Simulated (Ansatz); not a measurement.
# MoNCl (septet): geometry optimisation

Where does this start of MoNCl (septet) end when it is relaxed?

Program: Ansatz 0.2.0, Gaussian basis. Level of theory: UKS PBE0/def2-TZVP. These are calculated values, not measurements.

## (1) The system as given

3 atoms, charge 0, spin multiplicity 7.

Atoms are counted from 1 here; the program's logs count them from 0.

Bond lengths: Mo1–N2 1.945 Å, Mo1–Cl3 2.172 Å. Angles: N2–Mo1–Cl3 180.0°.

The start was built by rule and, where that kept it together, relaxed with GFN2-xTB. Sticks and bond lists go by distance. No spin-orbit coupling is included. Elements past krypton take def2 core potentials.

## (2) The run

in.yaml reads:

```yaml
crystal:
  periodic: [false, false, false]
  atoms:
    - {symbol: Mo, position_ang: [0.000000, 0.000000, -0.075622]}
    - {symbol: N, position_ang: [0.000000, 0.000000, -2.020720]}
    - {symbol: Cl, position_ang: [0.000000, 0.000000, 2.096342]}
basis:
  gaussian: {orbitals: def2-TZVP}
magnetization: {spin_polarized: true, initial_magnetization: 6}
hamiltonian: {xc: pbe0}
relax: {f_tol: 0.004, max_steps: 80}
```

Command:

```bash
ansatz run in.yaml --threads 1 --pin off --events-out ev --progress --plain --max-ram 2176MiB
```

What does the calculation give? Wanted: energy gained; shift from the start; total energy; dipole moment; ⟨S²⟩.

**Answer**, as computed:

| quantity | value |
| --- | --- |
| steps | 10 |
| energy gained | 0.648 eV |
| shift from the start (rms) | 0.460 Å |
| total energy | -15859.7250 eV |
| dipole moment | 2.53 D |
| ⟨S²⟩ | 12.018 |

In words: The bonds of the start are those of the end. Mo1–N2 went from 1.945 to 2.101 Å. No vibrations were run, so this is a stationary point, not a proven minimum, and this spin need not be the ground state's.
